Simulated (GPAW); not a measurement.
# Bi in GPAW: density of states with vdW-DF

Aim: the density of states of Bi with vdW-DF.

All numbers are computed with GPAW 26.7.0; they aren't measurements. Logs are shortened: lines on timing, memory, paths and dates and some standing lists are left out, and cuts for length are marked. The log counts tension as positive stress, the text compression.

## Step 1: The cell of the first run

The cell holds a slab with vacuum, 3 atoms: a = 4.539 Å, b = 4.539 Å, c = 26.829 Å, α = 90.00°, β = 90.00°, γ = 120.00°.

## Step 2: Density of states, vdW-DF (the (0 0 1) slab of Bi, cut from the database cell, not relaxed)

The input, run.py:

```python
import numpy as np
from ase.dft.bandgap import bandgap
from ase.io import read, write
from gpaw import GPAW

atoms = read('POSCAR')
atoms.pbc = (True, True, False)

calc = GPAW(mode='lcao',
            h=0.16,
            basis='dzp',
            xc={'name': 'vdW-DF', 'backend': 'libvdwxc'},
            kpts={'size': (7, 7, 1), 'gamma': True},
            occupations={'name': 'fermi-dirac', 'width': 0.05},
            convergence={'density': 1e-05, 'energy': 1e-05},
            maxiter=150,
            poissonsolver={'dipolelayer': 'xy'},
            txt='gpaw.txt')
atoms.calc = calc
energy = atoms.get_potential_energy()
forces = atoms.get_forces()
calc.write('gs.gpw')
write('result.traj', atoms)
print(f'Energy: {energy:.6f} eV')
print('Forces (eV/A):')
print(forces.round(4))
print('Fermi level:', round(calc.get_fermi_level(), 4), 'eV')
print(f'Gap: {bandgap(calc)[0]:.4f} eV, direct: {bandgap(calc, direct=True)[0]:.4f} eV')

dense = calc.fixed_density(kpts={'size': (10, 10, 1), 'gamma': True}, update_fermi_level=True, txt='dos.txt')
ef = dense.get_fermi_level()
dos = dense.dos(shift_fermi_level=False)
energies = np.linspace(ef - 14, ef + 6, 401)
spins = [None]
columns = [energies] + [dos.raw_dos(energies, spin=s, width=0.0) for s in spins]
for symbol, l in [('Bi', 0), ('Bi', 1), ('Bi', 2)]:
    for s in spins:
        columns.append(sum(dos.raw_pdos(energies, a=a.index, l=l, spin=s, width=0.0)
                           for a in atoms if a.symbol == symbol))
np.savetxt('dos.dat', np.array(columns).T, fmt='%.4f')
print('Fermi level on the dense mesh:', round(ef, 4), 'eV')
```

The input, POSCAR:

```
Bi
1.0
    4.5390002997      0.0000000000      0.0000000000
   -2.2695001498      3.9308895674      0.0000000000
    0.0000000000      0.0000000000     26.8290000000
Bi
3
Direct
    0.3333333333      0.6666666666      0.2795482500
    0.6666666667      0.3333333334      0.5000000000
    0.3333333333      0.6666666666      0.7204517500
```

Potentials or basis: GPAW PAW data sets (gpaw-data 1.2.1), lcao:dzp.

On the command line:

```console
OMP_NUM_THREADS=1 python run.py
```

gpaw.txt:

```text
__  _  _
 | _ |_)|_||  |
 |__||  | ||/\| - 26.7.0

Input parameters:
  mode=LCAO(),
  basis={'default': 'dzp'},
  convergence={'density': 1e-05, 'energy': 1e-05},
  h=0.16,
  kpts=MonkhorstPack(size=(7, 7, 1), gamma=True),
  maxiter=150,
  occupations=Occupations(name='fermi-dirac', width=0.05),
  poissonsolver=PoissonSolver(dipolelayer='xy'),
  xc=XC(name='vdW-DF', backend='libvdwxc')

        Bi

            Bi

        Bi

Atoms  # Å, Bohr magnetons
|   | symbol |        x |        y |         z |    initial magnetic moments |
|---|--------|----------|----------|-----------|-----------------------------|
| 0 |     Bi | 0.000000 | 2.620593 |  7.500000 | ( 0.0000,  0.0000,  0.0000) |
| 1 |     Bi | 2.269500 | 1.310297 | 13.414500 | ( 0.0000,  0.0000,  0.0000) |
| 2 |     Bi | 0.000000 | 2.620593 | 19.329000 | ( 0.0000,  0.0000,  0.0000) |

Unit cell  # Å
| periodic |         x |        y |         z |   lengths |     angles |
|----------|-----------|----------|-----------|-----------|------------|
|      yes |  4.539000 | 0.000000 |  0.000000 |  4.539000 |  90.000000 |
|      yes | -2.269500 | 3.930890 |  0.000000 |  4.539000 |  90.000000 |
|       no |  0.000000 | 0.000000 | 26.829000 | 26.829000 | 120.000000 |

Number of symmetries: 12
Symmetry operations  # r_c * U_cc + t_c -> r_c
|    | kind |            matrix            |
|----|------|------------------------------|
|  0 |  σ   |  1, 1, 0,  0,-1, 0,  0, 0, 1 |
|  1 |  C2  |  1, 1, 0,  0,-1, 0,  0, 0,-1 |
|  2 |  E   |  1, 0, 0,  0, 1, 0,  0, 0, 1 |
|  3 |  σ   |  1, 0, 0,  0, 1, 0,  0, 0,-1 |
|  4 |  C3  |  0, 1, 0, -1,-1, 0,  0, 0, 1 |
|  5 |  S3  |  0, 1, 0, -1,-1, 0,  0, 0,-1 |
|  6 |  σ   |  0,-1, 0, -1, 0, 0,  0, 0, 1 |
|  7 |  C2  |  0,-1, 0, -1, 0, 0,  0, 0,-1 |
|  8 |  σ   | -1, 0, 0,  1, 1, 0,  0, 0, 1 |
|  9 |  C2  | -1, 0, 0,  1, 1, 0,  0, 0,-1 |
| 10 |  C3  | -1,-1, 0,  1, 0, 0,  0, 0, 1 |
| 11 |  S3  | -1,-1, 0,  1, 0, 0,  0, 0,-1 |

BZ-sampling:
  Number of BZ points: 49
  Number of IBZ points: 8

  Monkhorst-Pack size: [7, 7, 1]
  Monkhorst-Pack shift: [0, 0, 0]

K-points  # in reciprocal-cell coordinates
|   |                                coordinates |     weight |
|---|--------------------------------------------|------------|
| 0 | (  0.00000000,   0.00000000,   0.00000000) | 0.02040816 |
| 1 | (  0.14285714,   0.00000000,   0.00000000) | 0.12244898 |
| 2 | (  0.28571429,  -0.14285714,   0.00000000) | 0.12244898 |
| 3 | (  0.28571429,   0.00000000,   0.00000000) | 0.12244898 |
| 4 | (  0.42857143,  -0.14285714,   0.00000000) | 0.24489796 |
| 5 | (  0.42857143,   0.00000000,   0.00000000) | 0.12244898 |
| 6 | (  0.42857143,   0.28571429,   0.00000000) | 0.12244898 |
| 7 | (  0.42857143,   0.42857143,   0.00000000) | 0.12244898 |

basis functions: 69
Spin-components: 1 (collinear spins)
Bands:           27
Projectors:      18
Spin-degeneracy: 2
Datatype:        <class 'complex'>

Parallelization:
  kpt:    1
  domain: 1
  band:   1

Density:
  Valence electrons: 45.0
  Components: 1
[... 161 lines left out ...]
    charge:  0.0  # [|e|]
    compensation charges:
      type: gauss
      rc: 0.38  # [Å]
      lmax: 2
    cutoffs:
      filter: 2.23  # [Å]
      core: 2.33  # [Å]
    projectors
    | kind |    occ | energy [eV] | rcut [Å] |
    |------|--------|-------------|----------|
    |   6s |  2.000 |     -14.319 |    1.286 |
    |   6p |  3.000 |      -4.519 |    1.275 |
    |   5d | 10.000 |     -27.088 |    1.349 |
    |    s |        |      12.892 |    1.286 |
    |    p |        |      22.692 |    1.275 |
    |    d |        |       0.123 |    1.349 |

    LCAO basis set for Bi:
      Name: dzp
      File: <dir>
      Number of radial functions: 7
      Number of spherical harmonics: 23
        l=0, rc=6.4219 Bohr: 6s-sz confined orbital
        l=1, rc=8.9531 Bohr: 6p-sz confined orbital
        l=2, rc=4.2344 Bohr: 5d-sz confined orbital
        l=0, rc=3.6406 Bohr: 6s-dz split-valence wave
        l=1, rc=5.3281 Bohr: 6p-dz split-valence wave
        l=2, rc=2.7812 Bohr: 5d-dz split-valence wave
        l=2, rc=8.9531 Bohr: d-type Gaussian polarization
      Number of RI-basis functions 0

Reference energy: -1754579.161088  # eV

eigensolver:
  <gpaw.new.lcao.eigensolver.LCAOEigensolver object>
density mixing:
  MSR1-Mixer
  Pratt-step length: 0.05
  Maximum mixing coefficient: 0.75
  Old densities: 10
  SVD Regularization: 0.005
  Good broyden scale: 1.0
  Trust region scale: 1.0
  Backstep threshold: 4.0
  History deletion threshold: 6.0
  Fourier metric: weight=20.0, sigma=0.015

occupation numbers:
  Fermi-Dirac:
    width: 0.0500  # eV

FastPoissonSolver using
    Stencil: 8*3+1=25 point O(h^6) finite-difference Laplacian
    FFT axes: [np.int64(0), np.int64(1)]
    FST axes: [np.int64(2)]

Dipole correction along z-axis
xc functional:
  name: vdW-DF with libvdwxc
  Mode: serial
  Semilocal: GGA_X_PBE_R+LDA_C_PW with 2 nearest neighbor stencil
  Local blocksize: 48 x 48 x 336
  PAW datasets: revPBE
interpolation: tri-quintic # 5. degree polynomial

convergence criteria:
- Maximum integral of absolute [dens]ity change: 1e-05 electrons / valence electron
- Maximum [total energy] change in last 3 cyles: 1e-05 eV / valence electron
- Maximum integral of absolute [eigenst]ate change: 4e-08 eV^2 / valence electron
maximum number of iterations: 150

SCF iterations
|iter     | |      energy | eigst |  dens |
|---------|-|-------------|-------|-------|
|iter:   1| | -295.583934 |      c|       |
|iter:   2| | -295.540373 |      c| -1.46 |
|iter:   3| | -304.448876 |      c| -1.50 |
|iter:   4| | -295.640515 |      c| -0.84 |
|iter:   5| | -297.190423 |      c| -1.27 |
|iter:   6| | -295.396773 |      c| -0.97 |
|iter:   7| | -295.328125 |      c| -1.52 |
|iter:   8| | -295.330131 |      c| -2.05 |
|iter:   9| | -295.357999 |      c| -1.94 |
|iter:  10| | -295.323419 |      c| -1.68 |
|iter:  11| | -295.314176 |      c| -2.02 |
|iter:  12| | -295.313708 |      c| -2.88 |
|iter:  13| | -295.313622 |      c| -3.08 |
|iter:  14| | -295.313551c|      c| -3.26 |
|iter:  15| | -295.313549c|      c| -4.49 |
|iter:  16| | -295.313547c|      c| -4.94 |
|iter:  17| | -295.313547c|      c| -5.62c|

Converged in 17 steps
Energy contributions relative to reference atoms: (reference = -1754579.161088)

Energy contributions:
  Kinetic:           8.120640
  Coulomb:         -11.110244
  Zero:              0.082095
  External:          0.000000
  Xc:             -292.361217
  Entropy:          -0.089640
  Spinorbit:         0.000000
  ----------------------------
  Free energy:    -295.358367
  Extrapolated:   -295.313547

dipole moment: (-2.369453, 1.368004, -0.000000)  # |e|*Ang

Fermi level: -4.432
Eigenvalues  # (at kpt = [0.000, 0.000, 0.000])
| band index |      eig [eV] | occ [0-2] |
|------------|---------------|-----------|
|          0 |       -27.383 |     2.000 |
|        ... |               |           |
|         13 |       -27.341 |     2.000 |
|         14 |       -27.341 |     2.000 |
|         15 |       -14.455 |     2.000 |
|         16 |       -14.455 |     2.000 |
|         17 |       -14.448 |     2.000 |
|         18 |        -5.191 |     2.000 |
|         19 |        -5.010 |     2.000 |
|         20 |        -4.850 |     2.000 |
|         21 |        -3.055 |     0.000 |
|         22 |        -3.055 |     0.000 |
|         23 |        -3.053 |     0.000 |
|         24 |        -3.053 |     0.000 |
|         25 |        -3.043 |     0.000 |
|         26 |        -3.043 |     0.000 |

No gap
No difference between direct/indirect transitions
vacuum-level: 0.000  # V
Workfunctions: 4.432, 4.432 eV (top, bottom)

Forces  # eV/Ang
|        x |        y |        z |
|----------|----------|----------|
|  0.00000 | -0.00000 |  0.11343 |  # Bi   0
|  0.00000 |  0.00000 |  0.00000 |  # Bi   1
| -0.00000 | -0.00000 | -0.11343 |  # Bi   2

# Writing to gs.gpw (mode='')
```

stdout:

```text
Energy: -295.313547 eV
Forces (eV/A):
[[ 0.     -0.      0.1134]
 [ 0.      0.      0.    ]
 [-0.     -0.     -0.1134]]
Fermi level: -4.4324 eV
Gap: 0.0000 eV, direct: 0.0000 eV
Fermi level on the dense mesh: -4.4157 eV
```

It took 36 s on 1 thread of Arm Neoverse V2, shared host; peak memory 0.71 GiB.

Results:

| Quantity | Value |
| --- | --- |
| Free energy | -295.3584 eV |
| Largest force | 0.113 eV/Å |
| Band gap on the k mesh | none (metal or under the smearing width) |
| Density of states at the Fermi level | 18.55 states/eV per cell |

Forces in eV/Å, atoms in the order of the input:
```
Bi   0.000  0.000  0.113
Bi   0.000  0.000  0.000
Bi   0.000  0.000 -0.113
```

States per cell in windows of 1 eV (zero at the Fermi level; states under -8 eV left out):
| from (eV) | total | Bi p | Bi s | Bi d |
| --- | --- | --- | --- | --- |
| -8.0 | 0.00 | 0.00 | 0.00 | 0.00 |
| -7.0 | 0.00 | 0.00 | 0.00 | 0.00 |
| -6.0 | 0.00 | 0.00 | 0.00 | 0.00 |
| -5.0 | 0.00 | 0.00 | 0.00 | 0.00 |
| -4.0 | 0.00 | 0.00 | 0.00 | 0.00 |
| -3.0 | 0.00 | 0.00 | 0.00 | 0.00 |
| -2.0 | 1.86 | 1.57 | 0.01 | 0.00 |
| -1.0 | 6.57 | 6.15 | 0.04 | 0.00 |
| 0.0 | 7.59 | 8.63 | 0.02 | 0.01 |
| 1.0 | 1.41 | 1.89 | 0.00 | 0.00 |
| 2.0 | 0.00 | 0.00 | 0.00 | 0.00 |
| 3.0 | 0.00 | 0.00 | 0.00 | 0.00 |
| 4.0 | 0.00 | 0.00 | 0.00 | 0.00 |
| 5.0 | 0.00 | 0.00 | 0.00 | 0.00 |

Caveat: the real-space grid adds noise to forces; the PAW data sets were made with another functional, which shifts forces and pressure a little; spin-orbit coupling is left out, which moves the levels of the heavy elements; the basis of atomic orbitals isn't converged, which shifts pressures, moduli and gaps.
